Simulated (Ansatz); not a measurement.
**CH4BrClO2Si: rotation by 120° about the Si2–C4 bond**

How high is the barrier for the rotation by 120° about the Si2–C4 bond? Relax the two ends, then run a nudged elastic band between them. SMILES of the start: O[SiH](O)C(Cl)Br.

Program: Ansatz 0.2.0. Level of theory: RKS PBE0-D4/def2-SVP. These are calculated values, not measurements.

## (1) The starting structure

Bond lengths: O1–Si2 1.631 Å, Si2–O3 1.636 Å, Si2–C4 1.876 Å, C4–Cl5 1.829 Å, C4–Br6 1.983 Å, O1–H7 0.990 Å, Si2–H8 1.487 Å, O3–H9 1.000 Å, C4–H10 1.017 Å. Angles: O1–Si2–O3 104.1°, O1–Si2–C4 118.9°, O1–Si2–H8 106.6°, O3–Si2–C4 113.2°, O3–Si2–H8 106.4°, C4–Si2–H8 106.8°, Si2–O1–H7 114.3°, Si2–O3–H9 118.3°, Si2–C4–Cl5 107.1°, Si2–C4–Br6 109.0°, Si2–C4–H10 115.6°, Cl5–C4–Br6 106.5°, Cl5–C4–H10 110.8°, Br6–C4–H10 107.6°.

Structure file:

```xyz
10

O    -1.3113   -1.1677    0.3837
Si    0.1965   -0.6268    0.0785
O     0.9913   -0.8388    1.4927
C     0.4137    1.0912   -0.6418
Cl   -0.6278    1.1796   -2.1427
Br   -0.3207    2.4212    0.6322
H    -1.9118   -1.1641   -0.4032
H     0.8015   -1.5783   -0.8912
H     0.4801   -0.7298    2.3448
H     1.3716    1.3623   -0.8500
```

## (2) Relaxing end A

The input, input.yaml:

```yaml
crystal:
  periodic: [false, false, false]
  atoms:
    - { symbol: O, position_ang: [-1.3113, -1.1677, 0.3837] }
    - { symbol: Si, position_ang: [0.1965, -0.6268, 0.0785] }
    - { symbol: O, position_ang: [0.9913, -0.8388, 1.4927] }
    - { symbol: C, position_ang: [0.4137, 1.0912, -0.6418] }
    - { symbol: Cl, position_ang: [-0.6278, 1.1796, -2.1427] }
    - { symbol: Br, position_ang: [-0.3207, 2.4212, 0.6322] }
    - { symbol: H, position_ang: [-1.9118, -1.1641, -0.4032] }
    - { symbol: H, position_ang: [0.8015, -1.5783, -0.8912] }
    - { symbol: H, position_ang: [0.4801, -0.7298, 2.3448] }
    - { symbol: H, position_ang: [1.3716, 1.3623, -0.85] }
basis:
  gaussian: { orbitals: def2-SVP }
hamiltonian:
  xc: pbe0
  dispersion: d4
relax:
  f_tol: 0.015
  max_steps: 40
```

The run is started by

```sh
> ansatz run input.yaml --threads 2 --pin off --max-ram 3072MiB --backend cpu --events-out ev --progress --plain --runs-dir out
```

Standard output (excerpt; [...] marks lines left out):

```text
Warning: RAYON_NUM_THREADS=2 ignored (pool sized by the plan → 2); use --threads N
[...]
Functional definition: PBE0
[...]
1329 factors; integrals over basis functions are off by at most 3.2e-4 eV
[...]
mean field -95604.80788129 eV, -3513.4118863710 hartree, gradient 4.6e-5 eV, S^2 0.000000; 0 other end points of the search recorded, 0 dependent functions left out
[...]
reference -95604.80790675 eV, -3513.4118873069 hartree; 46, 46 occupied and 84, 84 virtual orbitals, 1329 factors
relax step   1: F+E_penalty+E_count = -95605.07705634 eV  Δ(F+E_penalty+E_count) = +0.000e0 eV  max|allowed force component| = 4.688e0 eV/Å  Δτ_max = 0.0000 Å  (26 SCF iters, accepted)
[...]
relax step   4: F+E_penalty+E_count = -95605.49722884 eV  Δ(F+E_penalty+E_count) = -1.077e-2 eV  max|allowed force component| = 5.575e-1 eV/Å  Δτ_max = 0.1386 Å  (29 SCF iters, accepted)
[...]
relax step   7: F+E_penalty+E_count = -95605.52342161 eV  Δ(F+E_penalty+E_count) = -2.192e-4 eV  max|allowed force component| = 2.395e-1 eV/Å  Δτ_max = 0.0182 Å  (28 SCF iters, accepted)
[...]
relax step  10: F+E_penalty+E_count = -95605.52648308 eV  Δ(F+E_penalty+E_count) = -2.495e-3 eV  max|allowed force component| = 1.233e-1 eV/Å  Δτ_max = 0.0934 Å  (29 SCF iters, accepted)
[...]
relax step  12: F+E_penalty+E_count = -95605.52936283 eV  Δ(F+E_penalty+E_count) = -1.389e-4 eV  max|allowed force component| = 4.761e-2 eV/Å  Δτ_max = 0.0115 Å  (27 SCF iters, accepted)
[...]
relax step  13: F+E_penalty+E_count = -95605.52939686 eV  Δ(F+E_penalty+E_count) = -3.403e-5 eV  max|allowed force component| = 5.781e-3 eV/Å  Δτ_max = 0.0031 Å  (24 SCF iters, accepted)
1329 factors; integrals over basis functions are off by at most 4.2e-4 eV
[...]
mean field -95605.25436069 eV, -3513.4282941863 hartree, gradient 1.0e-5 eV, S^2 0.000000; 1 other end points of the search recorded, 0 dependent functions left out
[...]
reference -95605.25438565 eV, -3513.4282951039 hartree; 46, 46 occupied and 84, 84 virtual orbitals, 1329 factors
Total energy: -95605.52942183 eV, -3513.4384024968 hartree
Atom 0 at    -1.358761    -1.197735     0.179604 Å, force    -0.003196     0.002913    -0.003060 eV/Å
Atom 1 at     0.238558    -0.796753     0.068014 Å, force     0.002031     0.001114    -0.000607 eV/Å
Atom 2 at     0.972107    -0.896177     1.535983 Å, force    -0.001702     0.000611     0.005266 eV/Å
Atom 3 at     0.302559     0.993463    -0.590912 Å, force     0.004172     0.000181     0.000687 eV/Å
Atom 4 at    -0.710998     1.086663    -2.057358 Å, force    -0.000532    -0.000086    -0.002877 eV/Å
Atom 5 at    -0.318531     2.215071     0.792896 Å, force    -0.001597     0.002440     0.002645 eV/Å
Atom 6 at    -1.941469    -0.762887    -0.453430 Å, force     0.004303    -0.002530     0.003563 eV/Å
Atom 7 at     1.018480    -1.659279    -0.849606 Å, force    -0.001162     0.000373     0.000014 eV/Å
Atom 8 at     0.575936    -0.377919     2.245290 Å, force     0.001654    -0.002003    -0.005781 eV/Å
Atom 9 at     1.305220     1.344353    -0.867480 Å, force    -0.003972    -0.003014     0.000150 eV/Å
Dipole moment:     0.015411     0.180269    -0.066809 e Å
```

Run time: 50 s. Hardware: 2 threads of Intel Xeon Platinum 8488C (Sapphire Rapids), shared host; peak memory 0.38 GiB.

Relaxation path:

```csv
step,energy from step 1 (eV),largest force component (eV/Å)
1,0.0000,4.6879
2,-0.3583,0.9785
3,-0.4094,0.3459
4,-0.4202,0.5575
5,-0.4361,0.1664
6,-0.4461,0.1016
7,-0.4464,0.2395
8,-0.4469,0.2136
9x,-0.4205,0.8937
10,-0.4494,0.1233
11,-0.4522,0.0197
12,-0.4523,0.0476
13,-0.4523,0.0058
```

Step 1 is the start. 1 step was tried and not accepted (marked x).

After: Bond lengths: O1–Si2 1.651 Å, Si2–O3 1.644 Å, Si2–C4 1.909 Å, C4–Cl5 1.785 Å, C4–Br6 1.948 Å, O1–H7 0.964 Å, Si2–H8 1.481 Å, O3–H9 0.964 Å, C4–H10 1.098 Å. Angles: O1–Si2–O3 110.9°, O1–Si2–C4 106.5°, O1–Si2–H8 114.2°, O3–Si2–C4 110.5°, O3–Si2–H8 106.4°, C4–Si2–H8 108.3°, Si2–O1–H7 115.5°, Si2–O3–H9 116.2°, Si2–C4–Cl5 108.3°, Si2–C4–Br6 109.4°, Si2–C4–H10 114.7°, Cl5–C4–Br6 111.7°, Cl5–C4–H10 107.2°, Br6–C4–H10 105.7°.

## (3) Relaxing end B

The second end starts from a geometry with the move made by hand.

Changes to input.yaml since step 2:

```diff
@@ -7,4 +7,4 @@
     - { symbol: C, position_ang: [0.4137, 1.0912, -0.6418] }
-    - { symbol: Cl, position_ang: [-0.6278, 1.1796, -2.1427] }
-    - { symbol: Br, position_ang: [-0.3207, 2.4212, 0.6322] }
+    - { symbol: Cl, position_ang: [2.18895, 1.28763, -1.03567] }
+    - { symbol: Br, position_ang: [-0.56025, 1.19454, -2.36576] }
     - { symbol: H, position_ang: [-1.9118, -1.1641, -0.4032] }
@@ -12,3 +12,3 @@
     - { symbol: H, position_ang: [0.4801, -0.7298, 2.3448] }
-    - { symbol: H, position_ang: [1.3716, 1.3623, -0.85] }
+    - { symbol: H, position_ang: [0.08604, 1.85688, -0.05802] }
 basis:
```

The run is started by

```sh
> ansatz run input.yaml --threads 2 --pin off --max-ram 3072MiB --backend cpu --events-out ev --progress --plain --runs-dir out
```

Standard output (excerpt; [...] marks lines left out):

```text
Warning: RAYON_NUM_THREADS=2 ignored (pool sized by the plan → 2); use --threads N
[...]
[... 1 set-up line as earlier in the session ...]
[...]
1331 factors; integrals over basis functions are off by at most 3.2e-4 eV
[...]
mean field -95604.77434328 eV, -3513.4106538719 hartree, gradient 4.1e-5 eV, S^2 0.000000; 0 other end points of the search recorded, 0 dependent functions left out
[...]
reference -95604.77436863 eV, -3513.4106548037 hartree; 46, 46 occupied and 84, 84 virtual orbitals, 1331 factors
relax step   1: F+E_penalty+E_count = -95605.03705342 eV  Δ(F+E_penalty+E_count) = +0.000e0 eV  max|allowed force component| = 2.928e0 eV/Å  Δτ_max = 0.0000 Å  (26 SCF iters, accepted)
[...]
relax step   3: F+E_penalty+E_count = -95605.46206747 eV  Δ(F+E_penalty+E_count) = -4.965e-2 eV  max|allowed force component| = 4.121e-1 eV/Å  Δτ_max = 0.1124 Å  (30 SCF iters, accepted)
[...]
Total energy: -95605.48529163 eV, -3513.4367807418 hartree
Atom 0 at    -1.332798    -1.069071     0.283470 Å, force    -0.007310    -0.002722    -0.002369 eV/Å
Atom 1 at     0.278905    -0.765761     0.058047 Å, force     0.000595     0.006168     0.011038 eV/Å
Atom 2 at     1.011974    -0.878747     1.528675 Å, force    -0.006734    -0.000968     0.003029 eV/Å
Atom 3 at     0.427375     0.993466    -0.657353 Å, force     0.004689    -0.009840    -0.003871 eV/Å
Atom 4 at     2.116901     1.379626    -1.013862 Å, force    -0.006134     0.002435    -0.001299 eV/Å
Atom 5 at    -0.693146     1.050268    -2.264755 Å, force     0.003032     0.002436    -0.001279 eV/Å
Atom 6 at    -1.917126    -0.825534    -0.442956 Å, force     0.003512    -0.000328    -0.000058 eV/Å
Atom 7 at     0.979633    -1.672644    -0.878742 Å, force    -0.000819     0.003101    -0.001075 eV/Å
Atom 8 at     0.472277    -0.670189     2.297457 Å, force     0.008428    -0.001105    -0.005102 eV/Å
Atom 9 at     0.030745     1.783336    -0.005930 Å, force     0.000741     0.000822     0.000987 eV/Å
Dipole moment:    -0.374180     0.129675     0.194608 e Å
```

It took 38 s on 2 threads of Intel Xeon Platinum 8488C (Sapphire Rapids), shared host; peak memory 0.38 GiB.

The steps of the relaxation:

```csv
step,energy from step 1 (eV),largest force component (eV/Å)
1,0.0000,2.9280
2,-0.3754,0.7410
3,-0.4250,0.4121
4,-0.4360,0.2834
5,-0.4445,0.1170
6,-0.4460,0.0810
7,-0.4475,0.1010
8,-0.4479,0.0546
9,-0.4482,0.0235
10,-0.4482,0.0110
```

Step 1 is the start.

After: Bond lengths: O1–Si2 1.655 Å, Si2–O3 1.647 Å, Si2–C4 1.905 Å, C4–Cl5 1.769 Å, C4–Br6 1.960 Å, O1–H7 0.964 Å, Si2–H8 1.480 Å, O3–H9 0.962 Å, C4–H10 1.098 Å. Angles: O1–Si2–O3 107.4°, O1–Si2–C4 107.2°, O1–Si2–H8 115.8°, O3–Si2–C4 111.3°, O3–Si2–H8 108.2°, C4–Si2–H8 106.9°, Si2–O1–H7 116.2°, Si2–O3–H9 116.7°, Si2–C4–Cl5 110.6°, Si2–C4–Br6 106.9°, Si2–C4–H10 114.4°, Cl5–C4–Br6 112.0°, Cl5–C4–H10 107.9°, Br6–C4–H10 105.0°.

## (4) Nudged elastic band

crystal.atoms is end A as relaxed above, and neb.final_atoms is end B, turned to lie on A. With 7 inner images the band has 9 in all.

The input, input.yaml:

```yaml
crystal:
  periodic: [false, false, false]
  atoms:
    - { symbol: O, position_ang: [-1.358761, -1.197735, 0.179604] }
    - { symbol: Si, position_ang: [0.238558, -0.796753, 0.068014] }
    - { symbol: O, position_ang: [0.972107, -0.896177, 1.535983] }
    - { symbol: C, position_ang: [0.302559, 0.993463, -0.590912] }
    - { symbol: Cl, position_ang: [-0.710998, 1.086663, -2.057358] }
    - { symbol: Br, position_ang: [-0.318531, 2.215071, 0.792896] }
    - { symbol: H, position_ang: [-1.941469, -0.762887, -0.45343] }
    - { symbol: H, position_ang: [1.01848, -1.659279, -0.849606] }
    - { symbol: H, position_ang: [0.575936, -0.377919, 2.24529] }
    - { symbol: H, position_ang: [1.30522, 1.344353, -0.86748] }
basis:
  gaussian: { orbitals: def2-SVP }
hamiltonian:
  xc: pbe0
  dispersion: d4
neb:
  order_check: false
  images: 7
  f_tol: 0.03
  max_iterations: 60
  initial_path: idpp
  final_atoms:
    - { symbol: O, position_ang: [-1.29834565, -0.90079324, 0.90014139] }
    - { symbol: Si, position_ang: [0.10223163, -0.73014554, 0.03431134] }
    - { symbol: O, position_ang: [1.35133665, -1.11313646, 1.03728557] }
    - { symbol: C, position_ang: [0.19860839, 1.08651512, -0.53064505] }
    - { symbol: Cl, position_ang: [1.62723732, 1.34893343, -1.54102733] }
    - { symbol: Br, position_ang: [-1.46350592, 1.47085932, -1.49614518] }
    - { symbol: H, position_ang: [-2.08762333, -0.50462858, 0.51473443] }
    - { symbol: H, position_ang: [0.21289121, -1.56633015, -1.18206849] }
    - { symbol: H, position_ang: [1.21376704, -0.95850641, 1.97694466] }
    - { symbol: H, position_ang: [0.22650366, 1.81603251, 0.28946965] }
```

The run is started by

```sh
> ansatz run input.yaml --threads 2 --pin off --max-ram 3072MiB --backend cpu --events-out ev --progress --plain --runs-dir out
```

Standard output (excerpt; [...] marks lines left out):

```text
Warning: RAYON_NUM_THREADS=2 ignored (pool sized by the plan → 2); use --threads N
[...]
[... 1 set-up line as earlier in the session ...]
[...]
1334 factors; integrals over basis functions are off by at most 4.0e-4 eV
[...]
mean field -95605.25437564 eV, -3513.4282947358 hartree, gradient 3.7e-5 eV, S^2 0.000000; 0 other end points of the search recorded, 0 dependent functions left out
[...]
reference -95605.25440100 eV, -3513.4282956680 hartree; 46, 46 occupied and 84, 84 virtual orbitals, 1334 factors
1334 factors; integrals over basis functions are off by at most 6.2e-4 eV
[...]
mean field -95605.21900683 eV, -3513.4269949560 hartree, gradient 4.4e-5 eV, S^2 0.000000; 0 other end points of the search recorded, 0 dependent functions left out
[...]
reference -95605.21903211 eV, -3513.4269958849 hartree; 46, 46 occupied and 84, 84 virtual orbitals, 1334 factors
[...]
Atom 0 at    -1.245422    -0.990799     0.923378 Å, force     0.000144    -0.000021    -0.000328 eV/Å
Atom 1 at     0.132774    -0.781340     0.039990 Å, force    -0.000981     0.000606     0.000208 eV/Å
Atom 2 at     1.455017    -0.955425     1.015197 Å, force     0.000394    -0.000118    -0.000192 eV/Å
Atom 3 at     0.148743     0.997192    -0.704957 Å, force     0.000688    -0.000123     0.000284 eV/Å
Atom 4 at     0.457115     0.942660    -2.449126 Å, force    -0.000181     0.000013     0.000250 eV/Å
Atom 5 at    -1.499817     1.968070    -0.295848 Å, force    -0.000243    -0.000294     0.000051 eV/Å
Atom 6 at    -1.905200    -0.289848     0.843972 Å, force     0.000253     0.000124    -0.000171 eV/Å
Atom 7 at     0.270786    -1.747382    -1.069737 Å, force     0.000082    -0.000105     0.000053 eV/Å
Atom 8 at     1.322711    -0.796885     1.954878 Å, force    -0.000116     0.000189    -0.000004 eV/Å
Atom 9 at     0.946394     1.602557    -0.254748 Å, force    -0.000042    -0.000271    -0.000151 eV/Å
Dipole moment:    -0.022723     0.188992     0.342000 e Å
this run last wrote the band of iteration 15 to <dir>
```

It took 6.2 min on 2 threads of Intel Xeon Platinum 8488C (Sapphire Rapids), shared host; peak memory 0.41 GiB.

## (5) Images and barrier

The 7 inner images lie between the fixed ends 0 and 8. Energy is taken from image 0, and the path length is the program's own coordinate along the band.

| image | path (Å) | energy (eV) | dihedral O1–Si2–C4–Br6 (°) | band force (eV/Å) |
| --- | --- | --- | --- | --- |
| 0 | 0.000 | 0.0000 | 71 | - |
| 1 | 0.844 | 0.0077 | 65 | 0.022 |
| 2 | 1.687 | 0.0240 | 44 | 0.019 |
| 3 | 2.530 | 0.0833 | 22 | 0.004 |
| 4* | 3.373 | 0.1212 | -4 | 0.001 |
| 5 | 3.821 | 0.1101 | -17 | 0.004 |
| 6 | 4.270 | 0.0834 | -30 | 0.002 |
| 7 | 4.718 | 0.0563 | -43 | 0.002 |
| 8 | 5.167 | 0.0442 | -55 | - |

The star marks the climbing image.

image, energy (eV) and a bar:
```
        0      0.000 
        1      0.008 ##
        2      0.024 ######
        3      0.083 #####################
        4      0.121 ##############################
        5      0.110 ###########################
        6      0.083 #####################
        7      0.056 ##############
        8      0.044 ###########
```

How the highest energy settled:

```csv
iteration,highest image above image 0 (eV),largest band force (eV/Å)
1,0.4157,1.812
3,0.1513,0.430
5,0.1286,0.156
7,0.1224,0.101
9,0.1213,0.089
11,0.1213,0.063
13,0.1212,0.046
15,0.1212,0.022
```

The band as a trajectory file:

```xyz
10
image=0 dE=0.0000
O    -1.359   -1.198    0.180
Si    0.239   -0.797    0.068
O     0.972   -0.896    1.536
C     0.303    0.993   -0.591
Cl   -0.711    1.087   -2.057
Br   -0.319    2.215    0.793
H    -1.941   -0.763   -0.453
H     1.018   -1.659   -0.850
H     0.576   -0.378    2.245
H     1.305    1.344   -0.867
10
image=1 dE=0.0077
O    -1.360   -1.264    0.057
Si    0.230   -0.829    0.004
O     1.011   -0.856    1.457
C     0.305    0.956   -0.664
Cl   -0.483    1.085   -2.244
Br   -0.569    2.099    0.674
H    -2.001   -0.561    0.206
H     0.958   -1.756   -0.883
H     0.670   -0.287    2.155
H     1.321    1.362   -0.760
10
image=2 dE=0.0240
O    -1.366   -1.176    0.315
Si    0.210   -0.802    0.005
O     1.184   -0.865    1.339
C     0.262    0.972   -0.702
Cl   -0.202    0.982   -2.411
Br   -0.926    2.099    0.374
H    -1.939   -0.423    0.507
H     0.776   -1.743   -0.981
H     0.835   -0.541    2.174
H     1.248    1.446   -0.617
10
image=3 dE=0.0833
O    -1.330   -1.102    0.614
Si    0.175   -0.784    0.021
O     1.339   -0.864    1.194
C     0.202    0.990   -0.718
Cl    0.121    0.945   -2.487
Br   -1.246    2.067    0.042
H    -1.908   -0.334    0.709
H     0.546   -1.742   -1.040
H     1.065   -0.754    2.109
H     1.118    1.527   -0.440
10
image=4 dE=0.1212
O    -1.245   -0.991    0.923
Si    0.133   -0.781    0.040
O     1.455   -0.955    1.015
C     0.149    0.997   -0.705
Cl    0.457    0.943   -2.449
Br   -1.500    1.968   -0.296
H    -1.905   -0.290    0.844
H     0.271   -1.747   -1.070
H     1.323   -0.797    1.955
H     0.946    1.603   -0.255
10
image=5 dE=0.1101
O    -1.168   -0.904    1.091
Si    0.111   -0.773    0.055
O     1.507   -1.005    0.906
C     0.120    0.996   -0.705
Cl    0.599    0.927   -2.410
Br   -1.608    1.883   -0.476
H    -1.888   -0.276    0.950
H     0.099   -1.746   -1.058
H     1.470   -0.802    1.846
H     0.841    1.648   -0.195
10
image=6 dE=0.0834
O    -1.082   -0.809    1.234
Si    0.091   -0.759    0.071
O     1.541   -1.051    0.800
C     0.097    0.993   -0.708
Cl    0.737    0.916   -2.358
Br   -1.699    1.769   -0.663
H    -1.856   -0.256    1.072
H    -0.071   -1.736   -1.028
H     1.599   -0.817    1.732
H     0.726    1.699   -0.150
10
image=7 dE=0.0563
O    -0.996   -0.714    1.352
Si    0.071   -0.743    0.089
O     1.558   -1.104    0.701
C     0.079    0.991   -0.713
Cl    0.870    0.921   -2.295
Br   -1.767    1.632   -0.850
H    -1.811   -0.221    1.201
H    -0.236   -1.717   -0.983
H     1.715   -0.847    1.615
H     0.601    1.750   -0.115
10
image=8 dE=0.0442
O    -1.099   -0.708    1.265
Si    0.086   -0.725    0.109
O     1.510   -1.053    0.868
C     0.112    1.001   -0.698
Cl    1.295    1.055   -2.012
Br   -1.708    1.358   -1.334
H    -1.941   -0.317    1.006
H    -0.094   -1.708   -0.982
H     1.584   -0.777    1.787
H     0.338    1.822   -0.006
```

## (6) Frequencies at the highest image

The geometry is the highest inner image of the first converged band.

The input, input.yaml:

```yaml
crystal:
  periodic: [false, false, false]
  atoms:
    - { symbol: O, position_ang: [-1.245422, -0.990799, 0.923378] }
    - { symbol: Si, position_ang: [0.132774, -0.78134, 0.03999] }
    - { symbol: O, position_ang: [1.455017, -0.955425, 1.015197] }
    - { symbol: C, position_ang: [0.148743, 0.997192, -0.704957] }
    - { symbol: Cl, position_ang: [0.457115, 0.94266, -2.449126] }
    - { symbol: Br, position_ang: [-1.499817, 1.96807, -0.295848] }
    - { symbol: H, position_ang: [-1.9052, -0.289848, 0.843972] }
    - { symbol: H, position_ang: [0.270786, -1.747382, -1.069737] }
    - { symbol: H, position_ang: [1.322711, -0.796885, 1.954878] }
    - { symbol: H, position_ang: [0.946394, 1.602557, -0.254748] }
basis:
  gaussian: { orbitals: def2-SVP }
hamiltonian:
  xc: pbe0
  dispersion: d4
phonons: {}
```

The run is started by

```sh
> ansatz run input.yaml --threads 2 --pin off --max-ram 3072MiB --backend cpu --events-out ev --progress --plain --runs-dir out
```

Standard output (excerpt; [...] marks lines left out):

```text
Warning: RAYON_NUM_THREADS=2 ignored (pool sized by the plan → 2); use --threads N
[...]
[... 1 set-up line as earlier in the session ...]
[...]
1332 factors; integrals over basis functions are off by at most 3.6e-4 eV
[...]
mean field -95605.14327414 eV, -3513.4242118309 hartree, gradient 1.5e-5 eV, S^2 0.000000; 0 other end points of the search recorded, 0 dependent functions left out
[...]
reference -95605.14329949 eV, -3513.4242127628 hartree; 46, 46 occupied and 84, 84 virtual orbitals, 1332 factors
[...]
1332 factors; integrals over basis functions are off by at most 3.6e-4 eV
mean field -95605.14310142 eV, -3513.4242054838 hartree, gradient 2.7e-6 eV, S^2 0.000000; 0 other end points of the search recorded, 0 dependent functions left out
[...]
reference -95605.14312678 eV, -3513.4242064158 hartree; 46, 46 occupied and 84, 84 virtual orbitals, 1332 factors
[...]
1332 factors; integrals over basis functions are off by at most 3.6e-4 eV
[...]
WARN: phonons: modes at or below zero, which the zero-point energy, F, S and C_V leave out: 1, the lowest at -47.65 cm⁻¹. A minimum has none, and a first-order saddle one
[...]
Atom 1 at     0.132774    -0.781340     0.039990 Å, force    -0.000763     0.000646     0.000036 eV/Å
Atom 2 at     1.455017    -0.955425     1.015197 Å, force     0.000420    -0.000110    -0.000054 eV/Å
Atom 3 at     0.148743     0.997192    -0.704957 Å, force     0.000816    -0.000102     0.000309 eV/Å
Atom 4 at     0.457115     0.942660    -2.449126 Å, force    -0.000270    -0.000066     0.000156 eV/Å
Atom 5 at    -1.499817     1.968070    -0.295848 Å, force    -0.000419    -0.000166     0.000158 eV/Å
Atom 6 at    -1.905200    -0.289848     0.843972 Å, force     0.000362     0.000138    -0.000279 eV/Å
Atom 7 at     0.270786    -1.747382    -1.069737 Å, force     0.000077    -0.000153     0.000075 eV/Å
Atom 8 at     1.322711    -0.796885     1.954878 Å, force    -0.000143     0.000185    -0.000058 eV/Å
Atom 9 at     0.946394     1.602557    -0.254748 Å, force    -0.000053    -0.000360    -0.000077 eV/Å
Dipole moment:    -0.022723     0.188995     0.342003 e Å
Vibrations: -47.65 138.44 155.52 176.29 194.23 239.22 278.02 324.52 370.37 558.53 698.19 762.38 777.28 799.79 861.07 877.51 907.40 969.11 1110.60 1196.20 2318.67 3155.47 3851.84 3931.03 cm⁻¹, zero-point energy 1.528209 eV
```

Wall time 2.4 min (2 threads of Intel Xeon Platinum 8488C (Sapphire Rapids), shared host); peak memory 0.38 GiB.

Of 24 modes, 1 is imaginary by more than 30 cm⁻¹ (48i cm⁻¹).

## (7) What came out

```
                    quantity                     value
                       end A  11 moves, 0.452 eV lower
                       end B   9 moves, 0.448 eV lower
            barrier forwards                  0.121 eV
           barrier backwards                  0.077 eV
second end relative to first                 +0.044 eV
               highest image     4 of 0 to 8, climbing
             band iterations                        15
  imaginary modes at the top                  48i cm⁻¹
```

Along this path the system climbs 0.12 eV from the first end (5 kT at 300 K), which at an assumed attempt frequency of 10^13 s⁻¹ means a rate near 10^11 s⁻¹. Going back costs 0.077 eV, since the second end is 0.044 eV above the first. The listed dihedral goes from 71° at end A through -4° at the highest image to -55° at end B. One imaginary mode, as a first-order saddle point has. These are electronic energies, with no zero-point or thermal terms.
